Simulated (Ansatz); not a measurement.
**InH2− (singlet): from Hartree-Fock to the top rungs at distance In1–H3 = 2.994 Å, def2-SVPD**

The task here is to estimate one member of a computed series from the others.

The runs use Ansatz 0.2.0, Gaussian basis; def2-SVPD, core rule «outside noble gas», up to 9 orbitals frozen.

The runs, in order: UHF; CCSD(T) on RHF; CCSD(T) on UHF; BCCD(T) on RHF; CISD; CCSDT(Q) on RHF; CCSDT(Q) on UHF; CCSDTQ on RHF; CCSDTQ on UHF; CASSCF and MRCISD+Q, 2 electrons in 2 orbitals; CASSCF and NEVPT2, 2 electrons in 2 orbitals; CASSCF and MRCISD+Q, 6 electrons in 6 orbitals; CASSCF and NEVPT2, 6 electrons in 6 orbitals; Full CI.

## The system

The geometry derives from a PBE0/def2-TZVPD stationary point (not a proven minimum). One bond is set to the value named and the two fragments are kept rigid. No spin-orbit coupling is included. Elements past krypton take def2 core potentials.

3 atoms, charge -1, spin multiplicity 1.

Atoms are counted from 1 here; the program's logs count them from 0.

Bond lengths: In1–H2 1.886 Å.

Geometry (Å):

```xyz
3
H2In
In    0.00000   -0.02906   -0.00692
H     0.00000    1.27286   -1.37171
H     0.00000    2.03752    2.15948
```

The first run:

The input, in.yaml:

```yaml
crystal:
  periodic: [false, false, false]
  atoms:
    - {symbol: In, position_ang: [0.000000, -0.029060, -0.006916]}
    - {symbol: H, position_ang: [0.000000, 1.272860, -1.371712]}
    - {symbol: H, position_ang: [0.000000, 2.037521, 2.159481]}
basis:
  gaussian: {orbitals: def2-SVPD}
total_charge: -1
magnetization: {spin_polarized: true, initial_magnetization: 0}
hamiltonian: {xc: hf}
output: {orbitals: {seedname: orbitals}}
```

On the command line:

```console
$ ansatz run in.yaml --threads 1 --pin off --events-out ev --progress --plain --max-ram 4096MiB --backend cpu
```

Among the steps run: UHF; CCSD(T) on RHF; CCSD(T) on UHF; BCCD(T) on RHF; CISD; CCSDT(Q) on RHF; CCSDT(Q) on UHF; CCSDTQ on RHF; CCSDTQ on UHF; CASSCF and MRCISD+Q, 2 electrons in 2 orbitals; CASSCF and NEVPT2, 2 electrons in 2 orbitals; CASSCF and MRCISD+Q, 6 electrons in 6 orbitals; CASSCF and NEVPT2, 6 electrons in 6 orbitals; Full CI.

One of the session's tables, all rows but one given; the rest of the session is left out.

```
          method  from FCI (kJ/mol)
             RHF             +286.4
             UHF             +286.2
            RMP2                  ?
           RCCSD               +8.8
        RCCSD(T)               +2.5
         BCCD(T)               +2.4
          RCCSDT               +0.4
       RCCSDT(Q)               +0.1
         RCCSDTQ                0.0
     CASSCF pair             +226.0
     NEVPT2 pair              +71.0
     MRCISD pair              +14.9
   MRCISD+Q pair               -3.4
  CASSCF valence             +148.7
  NEVPT2 valence              +56.9
  MRCISD valence               +7.9
MRCISD+Q valence               +0.5
             FCI                  0
```

Estimate the missing values for RMP2.

As computed: from FCI (kJ/mol): +85.4. In the column «from FCI (kJ/mol)» it lies between NEVPT2 pair (+71.0) and CASSCF valence (+148.7).

To keep in mind: MRCISD+Q pair falls below full CI: the +Q correction isn't variational, and the cores differ from full CI's.
